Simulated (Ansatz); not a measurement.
# CH4ClGeO2 radical: a ladder of functionals and wavefunction methods

The task here is to estimate one member of a computed series from the others.

Method: functionals in def2-TZVPP, the program's frozen cores in correlated methods; program: Ansatz 0.2.0, Gaussian basis.

The runs, in order: PBE-D4, r2SCAN-D4, PBE0-D4, B3LYP-D4, ωB97X-V, ωB97M-V, B2PLYP; CCSD(T)/def2-TZVPP; MP2/def2-QZVPP; extrapolation to the limit.

### Structure used throughout

An earlier PBE0-D4 in a triple-zeta def2 set relaxation fixed the geometry.

SMILES `C[O][Ge]([OH])[Cl]`, 9 atoms, charge 0, spin multiplicity 2.

Atoms are counted from 1 here; the program's logs count them from 0.

Bond lengths: C1–O2 1.413 Å, C1–H6 1.095 Å, C1–H7 1.092 Å, C1–H8 1.095 Å, O2–Ge3 1.776 Å, Ge3–O4 1.768 Å, Ge3–Cl5 2.173 Å, O4–H9 0.964 Å. Angles: O2–C1–H6 111.5°, O2–C1–H7 107.3°, O2–C1–H8 111.9°, H6–C1–H7 108.4°, H6–C1–H8 109.0°, H7–C1–H8 108.6°, C1–O2–Ge3 122.5°, O2–Ge3–O4 103.1°, O2–Ge3–Cl5 109.5°, O4–Ge3–Cl5 108.5°, Ge3–O4–H9 110.1°.

The first run:

Contents of in.yaml:

```yaml
crystal:
  periodic: [false, false, false]
  atoms:
    - {symbol: C, position_ang: [-1.490799, -0.074055, -0.219213]}
    - {symbol: O, position_ang: [-0.171345, -0.579352, -0.187396]}
    - {symbol: Ge, position_ang: [1.097641, 0.132649, 0.830085]}
    - {symbol: O, position_ang: [2.580264, -0.575432, 0.176206]}
    - {symbol: Cl, position_ang: [1.162031, 2.281966, 0.514112]}
    - {symbol: H, position_ang: [-2.048809, -0.352487, 0.680513]}
    - {symbol: H, position_ang: [-1.988174, -0.517694, -1.083981]}
    - {symbol: H, position_ang: [-1.508398, 1.015137, -0.326609]}
    - {symbol: H, position_ang: [2.367589, -1.330732, -0.383708]}
basis:
  gaussian: {orbitals: def2-TZVPP}
magnetization: {spin_polarized: true, initial_magnetization: 1}
hamiltonian: {xc: pbe, dispersion: d4}
output: {forces: true, orbitals: {seedname: orbitals}}
```

Launch:

```console
> ansatz run in.yaml --threads 2 --pin off --events-out ev --progress --plain --max-ram 20480MiB --backend cpu
```

Among the steps run: PBE-D4 (GGA); r2SCAN-D4 (meta-GGA); PBE0-D4 (hybrid); B3LYP-D4 (hybrid); ωB97X-V (range-separated); ωB97M-V (range-separated); B2PLYP (double hybrid); CCSD(T) in def2-TZVPP; MP2 in def2-QZVPP.

One table of the session follows, with a row left open; its other results are not shown here.

| method | atomisation energy (kJ/mol) |
| --- | --- |
| PBE-D4 | 3246.1 |
| r2SCAN-D4 | ? |
| PBE0-D4 | 3150.6 |
| B3LYP-D4 | 3143.2 |
| ωB97X-V | 3168.0 |
| ωB97M-V | 3160.2 |
| B2PLYP | 3119.6 |
| HF/def2-TZVPP | 2173.6 |
| MP2/def2-TZVPP | 3166.6 |
| CCSD/def2-TZVPP | 3015.5 |
| CCSD(T)/def2-TZVPP | 3078.0 |
| MP2/CBS | 3250.6 |
| CCSD(T)/CBS | 3161.9 |

Estimate the missing values for r2SCAN-D4.

**Answer.** atomisation energy (kJ/mol): 3187.7. In the column «atomisation energy (kJ/mol)» it lies between ωB97X-V (3168.0) and PBE-D4 (3246.1).
